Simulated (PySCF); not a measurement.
# F3H3SSiZr ((F)3Zr-S-SiH3): the cost of one run

Computed with PySCF 2.14.0 and routines of our own; the level stands in each step. Atoms count from 0.

### 1 The system as given

9 atoms, charge 0, multiplicity 1; geometry from: GFN2-xTB.

### 2 Geometry optimisation at PBE0-D3(BJ)/def2-SVP

What the job is given:

```
{"job": {"xc": "PBE0", "basis": "def2-SVP", "d3": "d3bj", "grid": 1, "maxiter": 30, "shake": 0.03, "kind": "geom"}, "charge": 0, "multiplicity": 1}
Zr     1.261400     0.924770     0.106970
F      0.147550     1.631980    -1.307540
F      2.265220    -0.390780    -0.417110
F      2.052110     2.344020     1.108070
S     -0.319050    -0.039130     1.649600
Si    -1.188870    -0.963220    -0.045860
H     -1.851280    -2.134940     0.522230
H     -0.092170    -1.408960    -1.030890
H     -2.142180    -0.033180    -0.611130
```

Command:

```bash
$ OMP_NUM_THREADS=1 python heavy_run.py task.json out
```

The driver reads the jobs from task.json and runs them one after another.

**Question.** How long does this first job take on 1 thread of INTEL XEON PLATINUM 8581C at 2.10GHz, shared host, and how much memory does it need?

About 3 min, with a peak of 0.51 GiB.
